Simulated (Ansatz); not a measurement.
The system is NaY.

```xyz
2
Lattice="4.0119 0.0000 0.0000 0.0000 4.0119 0.0000 0.0000 0.0000 4.0119" Properties=species:S:1:pos:R:3 pbc="T T T"
Na    0.0000    0.0000    0.0000
Y     2.0059    2.0059    2.0059
```

The cell was built by a generator and needn't be a form met in nature.

Base run:

* Program: Ansatz 0.2.0
* Functional: revPBE
* Potentials or basis: Ansatz PAW
* Cutoff: 420 eV
* Density cutoff: 1680 eV
* k mesh: 7 × 7 × 7
* Occupations: fermi-dirac, width 0.05 eV
* Spin: no spin polarisation

Its results: band gap on the k mesh none (metal or under the smearing width); pressure 0.9 GPa.

Q: After a change of settings the same cell gave: band gap on the k mesh none (metal or under the smearing width); pressure -0.9 GPa. Which change was it?
A. functional from revPBE to PBEsol
B. functional from revPBE to PBE
C. functional from revPBE to r2SCAN; cutoff from 420 eV to 500 eV; density cutoff from 1680 eV to 2000 eV
D. functional from revPBE to RPBE

A: A.

PBEsol binds more tightly than revPBE, so the same cell stands under less pressure.

Caveats: the PAW data sets come from PBE, with cores solved anew for the run's functional, which leaves a small shift of forces and pressure; the potentials were made for another functional, which shifts forces and pressure (some runs).

Not every run made on this cell is shown here.
